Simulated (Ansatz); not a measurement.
Working through a relaxation of cell and ions of Sn, space group Immm

With Ansatz's Python interface.

Input file `sn.xyz`:
```text
1
Lattice="-1.726539 1.775547 2.338342 1.726539 -1.775547 2.338342 1.726539 1.775547 -2.338342" Properties=species:S:1:pos:R:3 pbc="T T T"
Sn    0.00000000    0.00000000    0.00000000
```

Run as a notebook:

In [1]:
```python
from pathlib import Path
import warnings

import ansatz as az
from ase import Atoms
from ase.io import write
from ase.neighborlist import neighbor_list
import numpy as np
```

In [2]:
```python
CUTOFF_EV = 420
K_LENGTH = 26
```

In [3]:
```python
def edges_and_angles(cell):
    cell = np.asarray(cell)
    a, b, c = np.linalg.norm(cell, axis=1)
    cosines = cell[1] @ cell[2] / (b * c), cell[0] @ cell[2] / (a * c), cell[0] @ cell[1] / (a * b)
    return (a, b, c, *np.degrees(np.arccos(cosines)))

warnings.simplefilter('ignore', az.DeckWarning)
```

In [4]:
```python
sn = az.Crystal.from_extxyz('sn.xyz')

# edges free, angles fixed
setup = (
    sn.calculation()
    .functional(az.Functional.LDA)
    .basis(CUTOFF_EV)
    .kpoints(length=K_LENGTH)  # sampling of the Brillouin zone
    .occupations(az.OccupationsMethod.FERMI_DIRAC)
    .relax(fix_cell=['angles'])  # relax until the tolerances are met
    .potential_components()
)
steps = []


def follow(event):
    if event['event'] != 'relax_step':
        return
    row = event['data']
    steps.append(row)
    print(f'step {row["step"]:3d}  E = {row["lagrangian_ev"]:.5f} eV  largest force component = {row["allowed_force_max_ev_ang"]:.4f} eV/A  P = {row["pressure_gpa"]:.3f} GPa')
```

In [5]:
```python
done = setup.session().plan(threads=1).execute(on_event=follow)
r = done.report
```
```text
step   1  E = -5879.45434 eV  largest force component = 0.0000 eV/A  P = -4.745 GPa
step   2  E = -5879.49969 eV  largest force component = 0.0000 eV/A  P = 0.400 GPa
step   3  E = -5879.49986 eV  largest force component = 0.0000 eV/A  P = -0.080 GPa
step   4  E = -5879.49987 eV  largest force component = 0.0000 eV/A  P = -0.003 GPa
step   5  E = -5879.49944 eV  largest force component = 0.0000 eV/A  P = -0.006 GPa
```

In [6]:
```python
r['published_state_doubts']
```
Out [6]:
```text
[]
```

In [7]:
```python
r['free_energy_ev']
```
Out [7]:
```text
-5879.499443961709
```

In [8]:
```python
first, last = steps[0], steps[-1]
symbols = [site.symbol for site in done.lattice.sites]
print(f'energy gained {first["lagrangian_ev"] - last["lagrangian_ev"]:.4f} eV in {len(steps) - 1} steps')
for label, vectors in (('before', first['cell_ang']), ('after', done.lattice.cell_ang)):
    print(label, 'a b c (A) {:.4f} {:.4f} {:.4f}  angles {:.2f} {:.2f} {:.2f}'.format(*edges_and_angles(vectors)), f' V = {abs(np.linalg.det(vectors)):.3f} A^3')
print('final stress xx yy zz (GPa, compression positive):', np.round(np.diag(r['stress_gpa']), 3) + 0.0)
```
```text
energy gained 0.0451 eV in 4 steps
before a b c (A) 3.4061 3.4061 3.4061  angles 119.08 117.16 93.29  V = 28.673 A^3
after a b c (A) 3.2910 3.2953 3.2924  angles 119.08 117.16 93.29  V = 25.909 A^3
final stress xx yy zz (GPa, compression positive): [ 0.054 -0.594  0.522]
```

In [9]:
```python
relaxed = Atoms(symbols, positions=[site.position_ang for site in done.lattice.sites], cell=done.lattice.cell_ang, pbc=True)
write('relaxed.extxyz', relaxed, format='extxyz')
```

In [10]:
```python
print('atom   start x y z (A)              end x y z (A)')
for symbol, a, b in zip(symbols, first['positions_ang'], last['positions_ang']):
    print(f'{symbol:3s}', ' '.join(f'{v:8.4f}' for v in a), '  ', ' '.join(f'{v:8.4f}' for v in b))
```
```text
atom   start x y z (A)              end x y z (A)
Sn    0.0000   0.0000   0.0000      0.0000   0.0000   0.0000
```

In [11]:
```python
final = Atoms(symbols, positions=last['positions_ang'], cell=done.lattice.cell_ang, pbc=True)
i, j, d = neighbor_list('ijd', final, 4.5)
print('neighbours within 1.2 times the shortest distance of each atom (A)')
for atom in range(len(final)):
    near = [m for m in np.argsort(d) if i[m] == atom]
    shell = [m for m in near if d[m] < 1.2 * d[near[0]]]
    print(f'{symbols[atom]}{atom} ({len(shell)}):', ', '.join(f'{symbols[j[m]]} {d[m]:.3f}' for m in shell))
```
```text
neighbours within 1.2 times the shortest distance of each atom (A)
Sn0 (12): Sn 3.291, Sn 3.291, Sn 3.292, Sn 3.292, Sn 3.293, Sn 3.293, Sn 3.295, Sn 3.295, Sn 3.339, Sn 3.339, Sn 3.432, Sn 3.432
```

In [12]:
```python
print(f'free energy      {r["free_energy_ev"]:.5f} eV')
print(f'per atom         {r["free_energy_ev"] / len(done.lattice.sites):.5f} eV')
print(f'SCF iterations   {r["n_iterations"]}  (converged: {r["converged"]})')
```
```text
free energy      -5879.49944 eV
per atom         -5879.49944 eV
SCF iterations   5  (converged: True)
```

In [13]:
```python
folder = Path(done.write_results('parts'))
text = (folder / 'v_comp_z.tsv').read_text().splitlines()
rows = np.array([line.split() for line in text if not line.startswith('#')], dtype=float)
print(text[0])
print(np.array2string(rows[:: max(len(rows) // 12, 1)], precision=3, suppress_small=True))
```
```text
# z_ang	v_loc[eV]	v_h[eV]	v_xc[eV]
[[  0.     -4.69   14.186 -13.491]
 [  0.274  -2.979  11.861 -13.065]
 [  0.549   1.701   6.017 -11.992]
 [  0.823   8.327  -0.949 -10.744]
 [  1.097  15.536  -6.977  -9.756]
 [  1.372  21.241 -10.912  -9.201]
 [  1.646  23.327 -12.267  -9.026]
 [  1.921  21.241 -10.912  -9.201]
 [  2.195  15.536  -6.977  -9.756]
 [  2.469   8.327  -0.949 -10.744]
 [  2.744   1.701   6.017 -11.992]
 [  3.018  -2.979  11.861 -13.065]]
```

File `relaxed.extxyz` afterwards:
```text
1
Lattice="-1.6686470034379626 1.7152310904423547 2.2592361267264276 1.671089478764664 -1.7170186343419518 2.262396869302315 1.668241881619825 1.7166246945483192 -2.260593442383546" Properties=species:S:1:pos:R:3 pbc="T T T"
Sn       0.00000000       0.00000000       0.00000000
```

Absolute energies stand on the zero of these potentials, so only differences at equal settings mean something. For a metal this k-point mesh is coarse: on a finer one energies can move by several to tens of meV an atom and pressures by half a GPa or more, differences at one mesh by less. Energies along a relaxation are free energies. Rows at an unchanged volume are solved on a plane-wave basis chosen afresh for that cell, so the energy jumps there and such rows are no steps of the walk. Edges and angles are those of the cell as typed, here a primitive one, not of the conventional cell. This isn't the structure that Sn takes at ambient conditions. The script silences the warnings on its input, which a real study should read. Finished in 26 s on 1 thread of Intel(R) Xeon(R) Processor @ 2.30GHz, with other jobs on the host, peak memory 0.69 GiB.

(A comment or docstring line of the script was reworded after the run, the code is as it ran.)
